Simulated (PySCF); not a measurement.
**OsCl₂: structure of the singlet**

Where does singlet OsCl₂ go from a bent start, is the end point a minimum, and what are its modes, charges and moments?

Method: PBE0, basis Os def2-TZVP with ECP60, Cl def2-TZVP, scalar-relativistic core potentials, no spin–orbit coupling, density fitting; program: PySCF 2.14.0.

## Step 1: Where the work starts

3 atoms, charge 0, spin multiplicity 1.

Bond lengths: Os1–Cl2 2.280 Å, Os1–Cl3 2.280 Å. Angles: Cl2–Os1–Cl3 110.0°.

```xyz
3
charge 0 multiplicity 1
Os    0.0000    0.0000   -0.3492
Cl    1.8677    0.0000    0.9586
Cl   -1.8677    0.0000    0.9586
```

## Step 2: Bent start, singlet: relaxation

The steps below are one call of a driver around PySCF. For each, scf.py gives the equivalent set-up of the SCF; relaxations use the driver's own optimiser. Before each start the driver seeks the lowest SCF state from one or more starting densities and follows internal instabilities, so scf.py alone need not reach the same state.

The program finds C2v symmetry in the start, which this walk keeps. Threshold on the gradient: 0.0003 Eh/bohr, with a further test on the energy change.

File scf.py:

```python
from pyscf import gto, scf, dft
mol = gto.M(atom='''
Os     0.000000     0.000000    -0.349236
Cl     1.867700    -0.000000     0.958564
Cl    -1.867700     0.000000     0.958564''',
    basis={'Os': 'def2-TZVP', 'Cl': 'def2-TZVP'},
    ecp={'Os': 'def2-TZVP'},
    charge=0, spin=0)
mf = dft.RKS(mol, xc='PBE0')
mf.grids.atom_grid = (50, 194)
aux = {'Os': 'def2-universal-JKFIT', 'Cl': 'def2-universal-JKFIT'}
mf = mf.density_fit(auxbasis=aux)
mf.kernel()
```

Steps of the walk:

```
step   energy (Eh)  change (kJ/mol)  largest symmetric gradient (Eh/bohr)
   0  -1010.738328             0.00                               0.05885
   1  -1010.753933           -40.97                               0.02749
   2  -1010.760531           -58.29                               0.01123
   3  -1010.765804           -72.14                               0.00513
   4  -1010.766467           -73.88                               0.00648
   5  -1010.766727           -74.56                               0.00353
   6  -1010.766883           -74.97                               0.00071
   7  -1010.766895           -75.00                               0.00041
   8  -1010.766896           -75.00                               0.00007
```

The walk took 11 s on 4 threads, shared host.

It settles in C2v symmetry, 75.0 kJ/mol below the start, after 8 steps: Os–Cl 2.122 Å (×2); Cl–Os–Cl 160.0°.

## Step 3: Hessian and properties

The point is checked on the finer grid, and tightened if its gradient asks for it. The Hessian and the dipole derivatives come from central differences of analytic gradients, with steps of 0.01 bohr.

scf.py: that of step 2 with these lines changed.

```diff
@@ -3,3 +3,3 @@
-Os     0.000000     0.000000    -0.349236
-Cl     1.867700    -0.000000     0.958564
-Cl    -1.867700     0.000000     0.958564''',
+Os     0.000000    -0.000000    -0.107695
+Cl     2.087708    -0.000000     0.274700
+Cl    -2.087708     0.000000     0.274700''',
@@ -10 +10 @@
-mf.grids.atom_grid = (50, 194)
+mf.grids.atom_grid = (75, 302)
```

The driver hands on the density of the step before, so the log starts near convergence.

Log of the central SCF (cycles and frontier levels):

```text
init E= -1010.76683758426
  HOMO = -0.245167102584256  LUMO = -0.162558650330452  gap/eV = 2.24789
cycle= 1 E= -1010.76683758291  delta_E= 1.36e-09  |g|= 8.04e-05  |ddm|= 8.59e-05
  HOMO = -0.245197469448942  LUMO = -0.162579654020099  gap/eV = 2.24815
cycle= 2 E= -1010.76683757311  delta_E= 9.8e-09  |g|= 0.000216  |ddm|= 0.000231
  HOMO = -0.245174949655811  LUMO = -0.16256384284294  gap/eV = 2.24796
cycle= 3 E= -1010.76683758448  delta_E= -1.14e-08  |g|= 1.71e-06  |ddm|= 0.000169
  HOMO = -0.245175141121504  LUMO = -0.162564081533937  gap/eV = 2.24796
cycle= 4 E= -1010.76683758448  delta_E= -2.73e-12  |g|= 1.74e-07  |ddm|= 1.58e-06
  HOMO = -0.245175142718984  LUMO = -0.16256408322798  gap/eV = 2.24796
Extra cycle  E= -1010.76683758448  delta_E= 2.27e-12  |g|= 2.08e-07  |ddm|= 8.44e-07
converged SCF energy = -1010.76683758448
```

The whole step took 20 s.

Geometry: C2v; Os–Cl 2.122 Å (×2); Cl–Os–Cl 159.2°.

Harmonic modes (main isotopes):

| symmetry | ω (cm⁻¹) | IR (km/mol) | type |
| --- | --- | --- | --- |
| a1 | 51 | 0.0 | bend |
| a1 | 443 | 3.6 | stretch |
| b2 | 456 | 107 | stretch |

Every mode is real; the point is a minimum.

Constants and moments:

```yaml
Dipole_moment: 0.14 D
Highest_occupied_level: -6.67 eV
Lowest_empty_level: -4.42 eV
Rotational_constants: 2.249, 0.0553, 0.05398 cm⁻¹
Zero-point_energy: 5.7 kJ/mol
Principal_polarisabilities: 49.2, 51.0, 95.4 bohr³
Atomisation_energy_without_zero-point_energy: 590 kJ/mol
Principal_traceless_quadrupole_moments_about_the_centre_of_mass: -3.19, -2.88, 6.08 D Å
Entropy_at_298.15_K_and_1_bar: 303.7 J/(mol K)
Heat_capacity_Cp_at_298.15_K: 52.9 J/(mol K)
Enthalpy_at_298.15_K_above_0_K: 13.49 kJ/mol
Rotational_symmetry_number: 2
```

Charges (e) and bond orders:

```tsv
atom	Mulliken	Löwdin	polar tensor	Mayer order to Os1
Os1	0.40	-0.34	0.77	–
Cl2,3	-0.20	0.17	-0.39	1.43
```

Mulliken populations on Os1 (outside its core potential): s 3.01, p 6.21, d 6.34, f 0.04.

## Step 4: Stability of the closed shell

At the lowest minimum the closed shell is tested against spin polarisation, on the (50, 194) grid. It is unstable: an open-shell solution lies lower. That solution was not followed to a minimum here.

## Step 5: Summary of results

| quantity | value |
| --- | --- |
| minimum | singlet, C2v (closed shell, unstable towards spin polarisation) |
| geometry | Os–Cl 2.122 Å (×2); Cl–Os–Cl 159.2° |
| wavenumbers (cm⁻¹) | 51 (a1), 443 (a1), 456 (b2) |
| dipole moment | 0.14 D |
| highest occupied, lowest empty level | -6.67, -4.42 eV |
| polar-tensor charge of Os1 | +0.77 e |
| zero-point energy | 5.7 kJ/mol |

In words: The bent start keeps its C2v symmetry and ends in a minimum. The strongest infrared band lies at 456 cm⁻¹ (b2, stretch). Other starts or spin states, not run here, may lie lower. Modes under about 90 cm⁻¹ are uncertain by tens of cm⁻¹. Spin polarisation would lower this closed shell, so its numbers describe a constrained state. With an element this heavy the missing spin–orbit coupling can shift these numbers.

The search up to here took 36 s.
